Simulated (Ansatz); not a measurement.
Predict the output of the script below (Ansatz 0.2.0 through its Python package).

The script, `energy.py`:
```python
"""Electronic structure of the CF3NOSi molecule."""

from pathlib import Path

import ansatz as az
import numpy as np

geometry_ang = [
    ("O", (0.9015, -2.4775, 1.5349)),
    ("C", (0.6749, -1.4463, 0.9137)),
    ("N", (0.4708, -0.4614, 0.2973)),
    ("Si", (-0.2558, 0.7991, -0.5101)),
    ("F", (0.7297, 1.8426, -1.0811)),
    ("F", (-1.33, 1.5176, 0.5155)),
    ("F", (-1.1299, 0.1579, -1.7158)),
]
mol = az.Crystal.molecule()
for symbol, xyz in geometry_ang:
    mol = mol.atom(symbol, xyz)

calc = mol.calculation()
calc = calc.basis(gaussian="6-31G")
calc = calc.functional("B3LYP", dispersion="d3bj")
calc = calc.accuracy("high")
calc = calc.forces()
calc = calc.orbitals()
out = calc.run(threads=1, runs_dir="runs")
data = out.report

for key in ("converged", "free_energy_ev", "reference_energy_ev", "n_frozen", "n_occupied", "n_virtual"):
    print(f"{key:22s} {data[key]}")

field = data["mean_field"]
print("<S^2> =", round(abs(field["state"]["spin_squared"]), 4), " all-electron relativity setting:", field["relativity"])
print("passes:", field["passes"])
if "symmetry" in field:
    print("occupied orbitals by irrep:", field["symmetry"]["occupied"])

symbols = [site.symbol for site in mol.cartesian_sites]
forces = np.array(data["forces_ev_ang"])
print("largest force", round(float(np.linalg.norm(forces, axis=1).max()), 4), "eV/A, rms", round(float(np.sqrt((forces ** 2).mean())), 4))

charges = data["charge_distribution"]
print("dipole moment", round(4.803205 * float(np.linalg.norm(charges["dipole_moment_e_ang"])), 3), "D")
print("Mulliken:", [(s, round(q, 3)) for s, q in zip(symbols, charges["mulliken_charges_e"])])

lines = Path(data["orbitals_path"]).read_text().splitlines()
field_of = lambda key: [line.split("=")[1].strip() for line in lines if line.startswith(key)]
orbitals = [(27.211386 * float(e), s, float(n)) for e, s, n in zip(field_of("Ene="), field_of("Spin="), field_of("Occup="))]
homo = max(e for e, _, n in orbitals if n > 0.5)
lumo = min(e for e, _, n in orbitals if n < 0.5)
for e, spin, n in sorted(orbitals):
    if homo - 10 < e < lumo + 5:
        print(f"{spin:6s} {e:10.3f} eV  occupation {n:.0f}")
```

```console
$ python energy.py
converged              True
free_energy_ev         -20602.119721265513
reference_energy_ev    -20601.873288282262
n_frozen               0
n_occupied             [31, 31]
n_virtual              [36, 36]
<S^2> = 0.0  all-electron relativity setting: none
passes: {'evaluations': 21, 'products': 14}
occupied orbitals by irrep: [{'A': 31}, {'A': 31}]
largest force 5.5641 eV/A, rms 1.9891
dipole moment 0.79 D
Mulliken: [('O', -0.328), ('C', 0.43), ('N', -0.487), ('Si', 1.624), ('F', -0.403), ('F', -0.417), ('F', -0.417)]
Alpha     -19.422 eV  occupation 2
Alpha     -16.016 eV  occupation 2
Alpha     -14.905 eV  occupation 2
Alpha     -14.789 eV  occupation 2
Alpha     -14.389 eV  occupation 2
Alpha     -13.757 eV  occupation 2
Alpha     -13.747 eV  occupation 2
Alpha     -13.373 eV  occupation 2
Alpha     -13.123 eV  occupation 2
Alpha     -12.687 eV  occupation 2
Alpha     -12.540 eV  occupation 2
Alpha     -12.216 eV  occupation 2
Alpha     -12.002 eV  occupation 2
Alpha      -9.774 eV  occupation 2
Alpha      -9.742 eV  occupation 2
Alpha      -0.878 eV  occupation 0
Alpha      -0.808 eV  occupation 0
Alpha      -0.595 eV  occupation 0
Alpha       1.570 eV  occupation 0
Alpha       2.394 eV  occupation 0
Alpha       2.450 eV  occupation 0
Alpha       4.021 eV  occupation 0
```

Reading the output:
- These settings explore the input space; basis and method may be short of convergence.
- The geometry is a force-field or estimated start, not a minimum of this method, and the basis set is short of its limit.
- Alpha marks a spatial orbital of a restricted run, filled by both spins.
- Total less reference energy is the dispersion correction.
- b3lyp holds the VWN-RPA fit, as in Gaussian; the form of ORCA and Turbomole is b3lyp5.
- Levels such as HOMO and LUMO are orbital energies: with these approximate functionals they aren't the ionisation energy and electron affinity, and their gap isn't the fundamental gap.
- Timing: 7.6 s on 1 thread of Intel(R) Xeon(R) Platinum 8488C (Sapphire Rapids), with other jobs on the host, peak memory 0.3 GiB.

(Lines on the test bed's own set-up are left out of the output.)
